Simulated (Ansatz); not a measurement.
**HfCl (quartet): wave-function methods side by side, def2-QZVPP**

One table from this session's results is given with a row withheld; the runs are named, their logs left out.

Method: def2-QZVPP, core rule «outside noble gas», up to 9 orbitals frozen; program: Ansatz 0.2.0, Gaussian basis.

To be run: UHF; ROHF; CCSD(T) on UHF.

2 further runs of the same task are left out: 2 set aside as unsound or not needed.

## The geometry

The geometry is a PBE0/def2-TZVP stationary point (not a proven minimum) of the parent state, kept for this charge and spin. No spin-orbit coupling is included. Elements past krypton take def2 core potentials.

2 atoms, charge 0, spin multiplicity 4.

Atoms are counted from 1 here; the program's logs count them from 0.

Bond lengths: Hf1–Cl2 2.304 Å.

As a file:

```
Hf    0.00000    0.00000    0.00000
Cl    0.00000    0.00000    2.30430
```

Set-up of the first run:

in.yaml reads:

```yaml
crystal:
  periodic: [false, false, false]
  atoms:
    - {symbol: Hf, position_ang: [0.000000, 0.000000, 0.000000]}
    - {symbol: Cl, position_ang: [0.000000, 0.000000, 2.304299]}
basis:
  gaussian: {orbitals: "def2-QZVPP.json"}
magnetization: {spin_polarized: true, initial_magnetization: 3}
hamiltonian: {xc: hf}
output: {orbitals: {seedname: orbitals}}
```

Command:

```
$ ansatz run in.yaml --threads 1 --pin off --events-out ev --progress --plain --max-ram 4096MiB --backend cpu
```

Steps of the session up to this table: UHF; ROHF; CCSD(T) on UHF.

One of the session's tables, all rows but one given; the rest of the session is left out.

```
  method  from UCCSD(T) (kcal/mol)
    ROHF                   +181.93
     UHF                   +179.24
    UMP2                    +20.36
   UCCSD                         ?
UCCSD(T)                         0
```

Q: Estimate the row for UCCSD from the others.

The run gave: from UCCSD(T) (kcal/mol): +8.23. In the column «from UCCSD(T) (kcal/mol)» it lies between UCCSD(T) (0) and UMP2 (+20.36).
